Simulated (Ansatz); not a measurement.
# C2H6ClOSi, SMILES [CH2][SiH](Cl)OC: a comparison of dispersion corrections

Program: Ansatz's Python interface.

Script `disp_c2h6closi.py`:
```python
import logging
import sys

import ansatz as az

logging.basicConfig(stream=sys.stdout, format="%(name)s: %(message)s")
logger = logging.getLogger("calc")
logger.setLevel(logging.INFO)

mol = (
    az.Crystal.molecule()
    .atom("C", (-2.3385, 0.1054, -0.2501))
    .atom("Si", (-0.6338, -0.0684, 0.4893))
    .atom("Cl", (-0.4903, 1.1634, 2.1778))
    .atom("O", (0.546, 0.4088, -0.6851))
    .atom("C", (1.7997, -0.0928, -0.2947))
    .atom("H", (-2.5063, 1.161, -0.5472))
    .atom("H", (-2.4215, -0.5477, -1.1429))
    .atom("H", (-0.4314, -1.4714, 0.8851))
    .atom("H", (1.8052, -1.2061, -0.2787))
    .atom("H", (2.1175, 0.32, 0.6895))
    .atom("H", (2.5533, 0.2277, -1.0429))
)

setup = mol.calculation().basis(gaussian="def2-SVP").spin("collinear", total=1)
for name in ["r2scan", "pbe"]:
    for correction in ("d3bj", "d4"):
        summary = setup.functional(name, dispersion=correction).run().report
        logger.info(f"{name:8s} {correction:5s} total {summary['free_energy_ev']:.5f} eV, of which dispersion {1000 * summary['dispersion']['energy']['ev']:.2f} meV")
```

```console
$ python disp_c2h6closi.py
DeckWarning: the engine holds no damping parameters fitted to this dispersion correction and functional, so the run takes those fitted to r2scan beside the three-body term, which d3bj leaves out (hamiltonian.dispersion, under Limitations)
calc: r2scan   d3bj  total -24606.02982 eV, of which dispersion -72.57 meV
calc: r2scan   d4    total -24606.01967 eV, of which dispersion -62.42 meV
calc: pbe      d3bj  total -24595.39295 eV, of which dispersion -251.77 meV
calc: pbe      d4    total -24595.39144 eV, of which dispersion -250.27 meV
```
(Warnings from the package without file and line.)

Total energies depend on the basis set; only differences at equal settings carry meaning. The geometry is a force-field or estimated start, not a minimum of this method, and the basis set is short of its limit. D4 holds the three-body term, and d3bj doesn't. The species is open-shell (spin multiplicity 2). A dispersion term here runs with damping parameters fitted for another variant or functional. Wall time of the script: 31 s on 1 thread of Intel(R) Xeon(R) Platinum 8259CL CPU @ 2.50GHz (Skylake/Cascade Lake) (shared host), peak memory 0.29 GiB.
